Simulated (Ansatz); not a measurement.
Runs of Ansatz 0.2.0 on Ga3Se. The structure is cubic, space group Pm-3m (No. 221). Conventional cell: a = 4.432 Å, b = 4.432 Å, c = 4.432 Å, α = 90.00°, β = 90.00°, γ = 90.00°. Se (site symmetry m-3m) has 12 Ga at 3.13 Å as nearest neighbours. Ga (site symmetry 4/mmm) has 4 Se at 3.13 Å and 8 Ga at 3.13 Å as nearest neighbours. The cell comes from a database or a generator and needn't be the stable form of this composition.

```tsv
task	level	cell	k mesh	cutoff (eV)	gap on the mesh (eV)	pressure (GPa)	relaxed volume (Å³/atom)
projected density of states	r2SCAN0	as given	4 × 4 × 4	500	none	-	-
relaxation of cell and atoms	PBEsol+D4	relaxed	6 × 6 × 6	420	none	0.0	19.18
projected density of states	BLYP	as given	4 × 4 × 4	420	none	4.7	-
projected density of states	HSE06	as given	4 × 4 × 4	420	none	-	-
projected density of states	revPBE	as given	4 × 4 × 4	420	none	1.0	-
projected density of states	PBE0	as given	4 × 4 × 4	420	none	-	-
relaxation of cell and atoms	PBEsol+D3(BJ)+ATM	relaxed	6 × 6 × 6	420	none	0.0	19.11
projected density of states	PBEsol	as given	4 × 4 × 4	420	none	(b)	-
relaxation of cell and atoms	PBEsol	relaxed	6 × 6 × 6	420	none	0.0	19.95
projected density of states	RPBE	as given	4 × 4 × 4	420	none	(a)	-
projected density of states	LDA	as given	4 × 4 × 4	420	none	-4.6	-
```

Alike in all rows: potentials or basis Ansatz PAW; no spin polarisation; smearing fermi-dirac 0.05 eV.

Problem. Estimate the missing entries.

Solution. (a) 1.5; (b) -3.2.

Caveats: the PAW data sets come from PBE, with cores solved anew for the run's functional, which leaves a small shift of forces and pressure; the plane-wave basis is chosen anew once the cell has moved, so the energies of steps on either side of that aren't comparable (some runs); the potentials were made for another functional, which shifts forces and pressure (some runs); pairwise dispersion overbinds metals, which lowers pressure and volume (some runs).

A k mesh can miss the band edges, and the runs leave out spin-orbit coupling on Ga, Se.

A gap of «none» marks a metal or a gap under the smearing width.

Not every run made on this cell is shown here.
